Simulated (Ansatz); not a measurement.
# BiTe (WC type): how the settings move a single-point run

Aim: see which settings change the result for BiTe (WC type), by how much, and at what cost.

Computed with Ansatz 0.2.0 (reference: DFT PBE, scalar-relativistic, plane waves, PAW, unless a step's input says otherwise).

1 further run of the same task is left out (set aside as unsound or not needed). Runs told in other sessions of the task aren't counted.

### Step 1. The structure to begin with

Symmetry: P-6m2, No. 187, hexagonal system. The conventional cell has a = 4.150 Å, b = 4.150 Å, c = 4.441 Å, α = 90.00°, β = 90.00°, γ = 120.00°. Bi (site symmetry -6m2) is surrounded by 6 Te at 3.27 Å. Te (site symmetry -6m2) is surrounded by 6 Bi at 3.27 Å.

Structure file:

```
CELL_PARAMETERS angstrom
4.14976 0.00000 0.00000
-2.07488 3.59380 0.00000
0.00000 0.00000 4.44051
ATOMIC_POSITIONS crystal
Bi 0.00000 0.00000 0.00000
Te 0.66667 0.33333 0.50000
```

### Step 2. Reference

File input.yaml:

```yaml
crystal:
  lattice:
    - [4.1497576262, 0.0, 0.0]
    - [-2.0748788131, 3.5937955239, 0.0]
    - [0.0, 0.0, 4.440507289]
  atoms:
    - { symbol: Bi, position: [0.0, 0.0, 0.0] }
    - { symbol: Te, position: [0.6666666667, 0.3333333333, 0.5] }
basis:
  ecutwfc: 420
  ecutrho_ratio: 4
kpoints:
  mp_grid: { grid: [10, 10, 8] }
  band_path:
    path:
      - [[0.0, 0.0, 0.0], [0.5, 0.0, 0.0], [0.33333333, 0.33333333, 0.0], [0.0, 0.0, 0.0], [0.0, 0.0, 0.5], [0.5, 0.0, 0.5], [0.33333333, 0.33333333, 0.5], [0.0, 0.0, 0.5]]
      - [[0.5, 0.0, 0.5], [0.5, 0.0, 0.0]]
      - [[0.33333333, 0.33333333, 0.5], [0.33333333, 0.33333333, 0.0]]
    npoints: 14
hamiltonian:
  xc: pbe
scf:
  occupations: { method: gaussian, width: 0.05 }
  n_extra_bands: 11
output:
  forces: true
  stress: true
  eigenvalues: true
  populations: true
  dos: { projected: true, de: 0.02, nscf_kmesh: { grid: [15, 15, 12] } }
  bader: true
  write_density: true
  write_potential: true
  elf: true
  volumetric_format: npy
```

Run with:

```console
$ ansatz run input.yaml --threads 2 --pin off --max-ram 2662MiB --backend cpu --events-out ev --progress --plain --runs-dir out
```

### Step 3. Changing settings: pseudopotentials.kind paw, pseudopotentials.source jth

File input.yaml:

```yaml
crystal:
  lattice:
    - [4.149757626236, 0.0, 0.0]
    - [-2.074878813118, 3.593795523869, 0.0]
    - [0.0, 0.0, 4.440507289]
  atoms:
    - { symbol: Bi, position: [-3.700743415525e-17, 0.0, 0.0] }
    - { symbol: Te, position: [0.6666666666667, 0.3333333333333, 0.5] }
basis:
  ecutwfc: 420
  ecutrho_ratio: 4
kpoints:
  mp_grid: { grid: [10, 10, 8] }
hamiltonian:
  xc: pbe
  pseudopotentials: { kind: paw, source: jth }
scf:
  occupations: { method: gaussian, width: 0.05 }
output:
  forces: true
  stress: true
  write_density: true
  write_potential: true
  elf: true
  volumetric_format: npy
```

### Step 4. Changing settings: basis.precision f64, eigensolver.kind davidson

File input.yaml:

```yaml
crystal:
  lattice:
    - [4.149757626236, 0.0, 0.0]
    - [-2.074878813118, 3.593795523869, 0.0]
    - [0.0, 0.0, 4.440507289]
  atoms:
    - { symbol: Bi, position: [-3.700743415525e-17, 0.0, 0.0] }
    - { symbol: Te, position: [0.6666666666667, 0.3333333333333, 0.5] }
basis:
  ecutwfc: 420
  ecutrho_ratio: 4
  precision: f64
kpoints:
  mp_grid: { grid: [10, 10, 8] }
hamiltonian:
  xc: pbe
scf:
  occupations: { method: gaussian, width: 0.05 }
  eigensolver: { kind: davidson }
output:
  forces: true
  stress: true
  write_density: true
  write_potential: true
  elf: true
  volumetric_format: npy
```

### Step 5. Variant: mixing.algorithm anderson, mixing.beta 0.1, mixing.ndim 4

File input.yaml:

```yaml
crystal:
  lattice:
    - [4.149757626236, 0.0, 0.0]
    - [-2.074878813118, 3.593795523869, 0.0]
    - [0.0, 0.0, 4.440507289]
  atoms:
    - { symbol: Bi, position: [-3.700743415525e-17, 0.0, 0.0] }
    - { symbol: Te, position: [0.6666666666667, 0.3333333333333, 0.5] }
basis:
  ecutwfc: 420
  ecutrho_ratio: 4
kpoints:
  mp_grid: { grid: [10, 10, 8] }
hamiltonian:
  xc: pbe
scf:
  occupations: { method: gaussian, width: 0.05 }
  mixing: { algorithm: anderson, beta: 0.1, ndim: 4 }
output:
  forces: true
  stress: true
```

### Step 6. Changed: dispersion d3bj, accuracy low

File input.yaml:

```yaml
crystal:
  lattice:
    - [4.149757626236, 0.0, 0.0]
    - [-2.074878813118, 3.593795523869, 0.0]
    - [0.0, 0.0, 4.440507289]
  atoms:
    - { symbol: Bi, position: [-3.700743415525e-17, 0.0, 0.0] }
    - { symbol: Te, position: [0.6666666666667, 0.3333333333333, 0.5] }
basis:
  ecutwfc: 420
  ecutrho_ratio: 4
kpoints:
  mp_grid: { grid: [10, 10, 8] }
hamiltonian:
  xc: pbe
  dispersion: d3bj
scf:
  occupations: { method: gaussian, width: 0.05 }
output:
  forces: true
  stress: true
  write_density: true
  write_potential: true
  elf: true
  volumetric_format: npy
accuracy: low
```

### Step 7. Variant: occupations.method tetrahedron_uncorrected, mixing.algorithm anderson, mixing.beta 0.1, width left out

File input.yaml:

```yaml
crystal:
  lattice:
    - [4.149757626236, 0.0, 0.0]
    - [-2.074878813118, 3.593795523869, 0.0]
    - [0.0, 0.0, 4.440507289]
  atoms:
    - { symbol: Bi, position: [-3.700743415525e-17, 0.0, 0.0] }
    - { symbol: Te, position: [0.6666666666667, 0.3333333333333, 0.5] }
basis:
  ecutwfc: 420
  ecutrho_ratio: 4
kpoints:
  mp_grid: { grid: [10, 10, 8] }
hamiltonian:
  xc: pbe
scf:
  occupations: { method: tetrahedron_uncorrected }
  mixing: { algorithm: anderson, beta: 0.1 }
output:
  forces: true
  stress: true
```

Q: Predict the outcome of this session. Wanted: for each run, ending; energy change; pressure; gap; force.

The runs gave:

| run | ending | energy change | pressure (GPa) | gap (eV) | force (eV/Å) | cycles | time |
| --- | --- | --- | --- | --- | --- | --- | --- |
| reference | converged | 0 | 0.0 | 0.00 | 0.00 | 6 | 33 s |
| 1: pseudopotentials.kind paw, pseudopotentials.source jth | converged | not comparable | 0.0 | 0.00 | 0.00 | 7 | 5.6 s |
| 2: basis.precision f64, eigensolver.kind davidson | converged | 0.0 meV/atom | 0.0 | 0.00 | 0.00 | 6 | 8.5 s |
| 3: mixing.algorithm anderson, mixing.beta 0.1, mixing.ndim 4 | converged | 0.0 meV/atom | 0.0 | 0.00 | 0.00 | 10 | 6.2 s |
| 4: dispersion d3bj, accuracy low | converged | -459.4 meV/atom (offset of the dispersion model) | -2.3 | 0.00 | 0.00 | 7 | 8.2 s |
| 5: occupations.method tetrahedron_uncorrected, mixing.algorithm anderson, mixing.beta 0.1, width left out | converged | +36.8 meV/atom (σ→0) | 0.2 | 0.00 | 0.00 | 12 | 7.8 s |

Times don't compare one to one where runs were asked for different outputs or read a saved state (see the inputs); cycles may leave out searches for a lower state.

Residual by cycle in the longest SCF loop of each run; runs are numbered as in the table. The quantity is the density residual dr2, in eV.

| cycle | reference | run 1 | run 2 | run 3 | run 4 | run 5 |
| --- | --- | --- | --- | --- | --- | --- |
| 1 | 0.00135 | 0.2 | 0.00139 | 0.00136 | 0.00136 | 0.0036 |
| 2 | 4.8e-4 | 0.0277 | 4.7e-4 | 0.00116 | 5.3e-4 | 0.00307 |
| 3 | 5.6e-5 | 0.00322 | 1.6e-5 | 8.8e-4 | 6.8e-5 | 0.0018 |
| 4 | 9.5e-6 | 3.8e-5 | 1.3e-6 | 8.2e-5 | 1.1e-5 | 1.8e-4 |
| 5 | 8.2e-8 | 2.1e-6 | 3.6e-8 | 1.0e-5 | 2.9e-7 | 1.1e-4 |
| 6 | 1.6e-8 | 1.7e-7 | 4.2e-9 | 3.8e-6 | 1.2e-7 | 1.6e-5 |
| 7 | - | 4.7e-9 | - | 2.4e-7 | 1.8e-8 | 2.3e-5 |
| 8 | - | - | - | 1.3e-7 | - | 2.3e-6 |
| 9 | - | - | - | 1.0e-7 | - | 3.5e-6 |
| 10 | - | - | - | 8.9e-9 | - | 2.8e-7 |
| 11 | - | - | - | - | - | 2.1e-7 |
| 12 | - | - | - | - | - | 7.5e-8 |

Semilocal functionals close small gaps, and spin-orbit coupling, left out here, moves these band edges, so the missing gap need not be the real solid's. Run 1 ran under the cutoff that the potentials recommend, as the log warns, so basis error is mixed into its values, and swamps them where the cutoff is far short.
